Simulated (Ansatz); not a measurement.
# BH2SO (SMILES O[B]S): UB2PLYP/STO-3G

What is the electronic atomisation energy of BH2SO at UB2PLYP/STO-3G? 

The calculation is run with Ansatz 0.2.0.

76 further runs of the same task are left out: 2 that didn't finish, 74 set aside as unsound or not needed.

### Step 1. Starting point

BH2SO has 5 atoms, charge 0, and is taken as a doublet. SMILES: `O[B]S`. Geometry: relaxed at PBE0-D4/def2-TZVP. This is a higher conformer, about 7 kJ/mol above the lowest found by a separate search.

Bond lengths: O1–B2 1.334 Å, B2–S3 1.785 Å, O1–H4 0.966 Å, S3–H5 1.356 Å. Angles: O1–B2–S3 132.0°, B2–O1–H4 116.7°, B2–S3–H5 99.8°.

### Step 2. The energy at UB2PLYP/STO-3G

in.yaml reads:

```yaml
crystal:
  periodic: [false, false, false]
  atoms:
    - symbol: O
      position_ang: [-1.294700, -0.054700, -0.435600]
    - symbol: B
      position_ang: [-0.454300, 0.825600, 0.109700]
    - symbol: S
      position_ang: [1.253800, 0.694200, 0.611100]
    - symbol: H
      position_ang: [-0.947100, -0.940000, -0.604700]
    - symbol: H
      position_ang: [1.492100, -0.598600, 0.278200]
basis:
  gaussian:
    orbitals: STO-3G
magnetization:
  spin_polarized: true
  initial_magnetization: 1
hamiltonian:
  xc: {name: B2PLYP}
correlation:
  frozen_orbitals: {B: 1, H: 0, O: 1, S: 5}
accuracy: high
```

The run is started by

```bash
$ ansatz run in.yaml --threads 1 --pin off --max-ram 2610MiB --events-out events.jsonl --progress --plain --runs-dir runs
```

Log:

```text
Warning: RAYON_NUM_THREADS=1 ignored (pool sized by the plan → 1); use --threads N
Functional definition: B2PLYP
  name "B2PLYP"
  parameter a = 0.53
  parameter c = 0.27
  exchange = (1 - a)*b88_x + a*exact_x
  correlation = (1 - c)*lyp_c + c*(mp2_os + mp2_ss)
374 factors; integrals over basis functions are off by at most 3.2e-8 eV
mean field evaluation 1: about -13422.8214 eV, gradient 1.1e1 eV
mean field evaluation 2: about -13422.8411 eV, gradient 1.1e1 eV
mean field evaluation 4: about -13424.0327 eV, gradient 1.5e0 eV
mean field evaluation 8: about -13424.0631 eV, gradient 6.8e-2 eV
mean field evaluation 16: about -13424.0632 eV, gradient 7.5e-6 eV
mean field -13424.06316902 eV, -493.3252223048 hartree, gradient 7.5e-8 eV, S^2 0.754327; 0 other end points of the search recorded, 0 dependent functions left out
7 core orbitals not correlated: weight in the atoms' cores, before any rotation towards them, 1.000 or more for the frozen orbitals, at most 0.000 for the correlated occupied ones
reference -13424.06318572 eV, -493.3252229183 hartree; 9, 8 occupied and 5, 6 virtual orbitals, 374 factors
second order -3.56685748 eV of doubles, -0.00000000 eV of singles
Total energy: -13425.02623724 eV, -493.3606144089 hartree
```

Run time: 2.3 s. Hardware: 1 thread of Arm Neoverse V1, shared host; peak memory 0.13 GiB.

### Step 3. The B atom at the same level

in.yaml reads:

```yaml
basis:
  gaussian:
    orbitals: STO-3G
crystal:
  periodic: [false, false, false]
  atoms:
    - {symbol: B, position_ang: [0.000000, 0.000000, 0.000000]}
accuracy: high
correlation:
  frozen_orbitals: {B: 1}
hamiltonian:
  xc: {name: B2PLYP}
magnetization:
  spin_polarized: true
  initial_magnetization: 1
```

The run is started by

```bash
$ ansatz run in.yaml --threads 1 --pin off --max-ram 2610MiB --events-out events.jsonl --progress --plain --runs-dir runs
```

Log, cut to the lines that bear on the results:

```text
Warning: RAYON_NUM_THREADS=1 ignored (pool sized by the plan → 1); use --threads N
[... 6 set-up lines as earlier in the session ...]
15 factors; integrals over basis functions are off by at most 8.9e-10 eV
mean field evaluation 1: about -659.5638 eV, gradient 2.3e-7 eV
mean field evaluation 2: about -659.5638 eV, gradient 8.2e-7 eV
mean field evaluation 4: about -659.5638 eV, gradient 2.3e-8 eV
mean field -659.56376217 eV, -24.2385211913 hartree, gradient 0.0e0 eV, S^2 0.750000; 0 other end points of the search recorded, 0 dependent functions left out
1 core orbitals not correlated: weight in the atoms' cores, before any rotation towards them, 1.000 or more for the frozen orbitals, at most 0.000 for the correlated occupied ones
reference -659.56377360 eV, -24.2385216115 hartree; 2, 1 occupied and 2, 3 virtual orbitals, 15 factors
second order -0.73047382 eV of doubles, 0.00000000 eV of singles
Total energy: -659.76100153 eV, -24.2457696043 hartree
```

Wall time 0.2 s (1 thread of Arm Neoverse V1, shared host).

### Step 4. The H atom at the same level

molecule.yaml reads:

```yaml
crystal:
  periodic: [false, false, false]
  atoms:
    - {symbol: H, position_ang: [0.000000, 0.000000, 0.000000]}
basis:
  gaussian:
    orbitals: STO-3G
magnetization:
  spin_polarized: true
  initial_magnetization: 1
correlation:
  frozen_orbitals: {H: 0}
accuracy: high
hamiltonian:
  xc: {name: B2PLYP}
```

Run the same way, it converges to -0.46478 Eh (log not shown).

### Step 5. The O atom at the same level

run.yaml reads:

```yaml
crystal:
  periodic: [false, false, false]
  atoms:
    - {symbol: O, position_ang: [0.000000, 0.000000, 0.000000]}
basis:
  gaussian: {orbitals: STO-3G}
magnetization: {spin_polarized: true, initial_magnetization: 2}
hamiltonian: {xc: {name: B2PLYP}}
correlation: {frozen_orbitals: {O: 1}}
accuracy: high
```

The run is started by

```bash
$ ansatz run run.yaml --threads 1 --pin off --max-ram 2610MiB --events-out events.jsonl --progress --plain --runs-dir runs
```

Log, cut to the lines that bear on the results:

```text
Warning: RAYON_NUM_THREADS=1 ignored (pool sized by the plan → 1); use --threads N
[... 6 set-up lines as earlier in the session ...]
15 factors; integrals over basis functions are off by at most 1.1e-9 eV
mean field evaluation 1: about -2012.7424 eV, gradient 6.0e-12 eV
mean field evaluation 2: about -2012.7429 eV, gradient 5.9e-12 eV
mean field -2012.74293129 eV, -73.9669384388 hartree, gradient 0.0e0 eV, S^2 2.000000; 0 other end points of the search recorded, 0 dependent functions left out
1 core orbitals not correlated: weight in the atoms' cores, before any rotation towards them, 1.000 or more for the frozen orbitals, at most 0.000 for the correlated occupied ones
reference -2012.74293782 eV, -73.9669386789 hartree; 4, 2 occupied and 0, 2 virtual orbitals, 15 factors
second order 0.00000000 eV of doubles, 0.00000000 eV of singles
Total energy: -2012.74293782 eV, -73.9669386789 hartree
```

It took 0.18 s on 1 thread of Arm Neoverse V1, shared host.

### Step 6. The S atom

in.yaml reads:

```yaml
crystal:
  periodic: [false, false, false]
  atoms:
    - {symbol: S, position_ang: [0.000000, 0.000000, 0.000000]}
basis:
  gaussian:
    orbitals: STO-3G
hamiltonian:
  xc: {name: B2PLYP}
accuracy: high
magnetization:
  spin_polarized: true
  initial_magnetization: 2
correlation:
  frozen_orbitals: {S: 5}
```

The run is started by

```bash
$ ansatz run in.yaml --threads 1 --pin off --max-ram 2610MiB --events-out events.jsonl --progress --plain --runs-dir runs
```

Log, cut to the lines that bear on the results:

```text
Warning: RAYON_NUM_THREADS=1 ignored (pool sized by the plan → 1); use --threads N
[... 6 set-up lines as earlier in the session ...]
42 factors; integrals over basis functions are off by at most 2.4e-9 eV
mean field evaluation 1: about -10708.4773 eV, gradient 5.6e-1 eV
mean field evaluation 2: about -10708.4781 eV, gradient 5.6e-1 eV
mean field evaluation 4: about -10708.4786 eV, gradient 5.6e-6 eV
mean field evaluation 8: about -10708.4786 eV, gradient 3.9e-12 eV
mean field -10708.47857815 eV, -393.5293292795 hartree, gradient 3.8e-12 eV, S^2 2.000000; 0 other end points of the search recorded, 0 dependent functions left out
5 core orbitals not correlated: weight in the atoms' cores, before any rotation towards them, 1.000 or more for the frozen orbitals, at most 0.000 for the correlated occupied ones
reference -10708.47858837 eV, -393.5293296550 hartree; 4, 2 occupied and 0, 2 virtual orbitals, 42 factors
second order 0.00000000 eV of doubles, 0.00000000 eV of singles
Total energy: -10708.47858837 eV, -393.5293296550 hartree
```

Wall time 0.32 s (1 thread of Arm Neoverse V1, shared host).

### Step 7. Summary of results

Level: UB2PLYP/STO-3G, 7 core orbitals frozen.

| quantity | value |
| --- | --- |
| molecule: total energy | -493.36061 Eh |
| molecule: ⟨S²⟩ | 0.754 |
| B atom: total energy | -24.24577 Eh |
| B atom: ⟨S²⟩ | 0.750 |
| H atom: total energy | -0.46478 Eh |
| H atom: ⟨S²⟩ | 0.750 |
| O atom: total energy | -73.96694 Eh |
| O atom: ⟨S²⟩ | 2.000 |
| S atom: total energy | -393.52933 Eh |
| S atom: ⟨S²⟩ | 2.000 |
| electronic atomisation energy | 18.749 eV |

What this shows: Taking the molecule apart into free atoms costs 18.75 eV (432 kcal/mol), before zero-point energy and without spin-orbit coupling. In a minimal basis such a difference can be off by several eV, whatever the method.
